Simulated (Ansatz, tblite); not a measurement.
# [Cu(H2O)3Br]+ (BrCuH6O3+): one state, many levels

The task here is to estimate one member of a computed series from the others.

Program: Ansatz 0.2.0, Gaussian basis. Level of theory: as each input shows. These are calculated values, not measurements.

Plan: GFN1-xTB, GFN2-xTB, PBE-D4/def2-TZVP, r2SCAN-D4/def2-TZVP, BHLYP-D4/def2-TZVP, PBE-QIDH/def2-TZVP, HSE06-D4/def2-TZVP, PBE-D4/def2-SVP, PBE0-D4/def2-SVP, HF/6-31G, B3LYP-D4/6-31G, CCSD(T)/def2-SVP, MP2/def2-TZVP, RPA/def2-TZVP.

2 further runs of the same task are left out: 2 set aside as unsound or not needed. Runs told in other sessions of the task aren't counted.

## The geometry

The doublet was relaxed beforehand with PBE0-D4/def2-SVP.

11 atoms, charge 1, spin multiplicity 2.

Bond lengths: Cu1–O2 2.007 Å, Cu1–O5 2.015 Å, Cu1–O8 2.004 Å, Cu1–Br11 2.311 Å, O2–H3 0.974 Å, O2–H4 0.970 Å, O5–H6 0.967 Å, O5–H7 0.966 Å, O8–H9 0.974 Å, O8–H10 0.970 Å. Angles: O2–Cu1–O5 88.3°, O2–Cu1–O8 176.6°, O2–Cu1–Br11 91.7°, O5–Cu1–O8 88.4°, O5–Cu1–Br11 179.6°, O8–Cu1–Br11 91.6°, Cu1–O2–H3 106.5°, Cu1–O2–H4 117.6°, H3–O2–H4 105.4°, Cu1–O5–H6 125.4°, Cu1–O5–H7 126.1°, H6–O5–H7 108.4°, Cu1–O8–H9 106.6°, Cu1–O8–H10 118.2°, H9–O8–H10 105.6°.

As a file:

```tsv
atom	x (Å)	y (Å)	z (Å)
Cu1	-0.0235	-0.3433	-0.0510
O2	1.9739	-0.3771	-0.2395
H3	2.1965	-1.2192	-0.6762
H4	2.5026	-0.3615	0.5739
O5	0.0989	1.6479	0.2346
H6	0.8281	2.2121	-0.0560
H7	-0.5298	2.1915	0.7275
O8	-2.0110	-0.1932	0.1602
H9	-2.3454	-1.0973	0.2994
H10	-2.5251	0.1647	-0.5799
Br11	-0.1650	-2.6247	-0.3930
```

Formally the metal is d9. No spin-orbit coupling is included. The ion is computed in the gas phase, without counter-ions or solvent.

PBE0-D4/def2-TZVP was run before; its log isn't repeated, and its numbers join the tables.

Set-up of the first run:

Tight binding, by tblite at 300 K electronic temperature and without a spin-polarisation term:

```python
tblite.interface.Calculator('GFN1-xTB', numbers, positions, charge=1, uhf=1).singlepoint()
```

Tight binding, by tblite at 300 K electronic temperature and without a spin-polarisation term:

```python
tblite.interface.Calculator('GFN2-xTB', numbers, positions, charge=1, uhf=1).singlepoint()
```

start.molden holds the orbitals of an earlier run on this state, given as this run's starting guess.

Input file in.yaml:

```yaml
crystal:
  periodic: [false, false, false]
  atoms:
    - {symbol: Cu, position_ang: [-0.023529, -0.343267, -0.050964]}
    - {symbol: O, position_ang: [1.973905, -0.377149, -0.239532]}
    - {symbol: H, position_ang: [2.196469, -1.219189, -0.676154]}
    - {symbol: H, position_ang: [2.502591, -0.361472, 0.573856]}
    - {symbol: O, position_ang: [0.098916, 1.647867, 0.234599]}
    - {symbol: H, position_ang: [0.828070, 2.212110, -0.055997]}
    - {symbol: H, position_ang: [-0.529788, 2.191516, 0.727508]}
    - {symbol: O, position_ang: [-2.011036, -0.193227, 0.160224]}
    - {symbol: H, position_ang: [-2.345414, -1.097250, 0.299370]}
    - {symbol: H, position_ang: [-2.525141, 0.164715, -0.579882]}
    - {symbol: Br, position_ang: [-0.165044, -2.624653, -0.393018]}
basis:
  gaussian: {orbitals: def2-TZVP, initial_orbitals: start.molden}
total_charge: 1
magnetization: {spin_polarized: true, initial_magnetization: 1}
hamiltonian: {xc: pbe, dispersion: d4}
scf: {omitted_lower_state_checks: [starts]}
output: {forces: true, orbitals: {seedname: orbitals}}
```

Started as:

```console
$ ansatz run in.yaml --threads 4 --pin off --events-out ev --progress --plain --max-ram 4787MiB
```

Among the steps run: PBE-D4/def2-TZVP; r2SCAN-D4/def2-TZVP; BHLYP-D4/def2-TZVP; PBE-QIDH/def2-TZVP; HSE06-D4/def2-TZVP; PBE-D4/def2-SVP; PBE0-D4/def2-SVP; HF/6-31G; B3LYP-D4/6-31G; CCSD(T)/def2-SVP; MP2/def2-TZVP; RPA/def2-TZVP.

One of the session's tables, all rows but one given; the rest of the session is left out.

It belongs to the step «Levels side by side». 

```
              level  HOMO (eV)  LUMO (eV)  gap (eV)
           HF/6-31G     -14.15      -2.17     11.98
    PBE-D4/def2-SVP     -10.20      -9.64      0.56
   PBE-D4/def2-TZVP     -10.43      -9.81      0.63
r2SCAN-D4/def2-TZVP          ?          ?         ?
     B3LYP-D4/6-31G     -11.18      -7.92      3.26
   PBE0-D4/def2-SVP     -11.50      -8.47      3.04
  PBE0-D4/def2-TZVP     -11.65      -8.44      3.21
 HSE06-D4/def2-TZVP     -11.25      -8.82      2.42
 BHLYP-D4/def2-TZVP     -12.57      -6.16      6.42
```

Q: Estimate the row for r2SCAN-D4/def2-TZVP from the others.

The run gave: HOMO (eV): -10.69; LUMO (eV): -9.67; gap (eV): 1.02. In the column «HOMO (eV)» it lies between B3LYP-D4/6-31G (-11.18) and PBE-D4/def2-TZVP (-10.43).
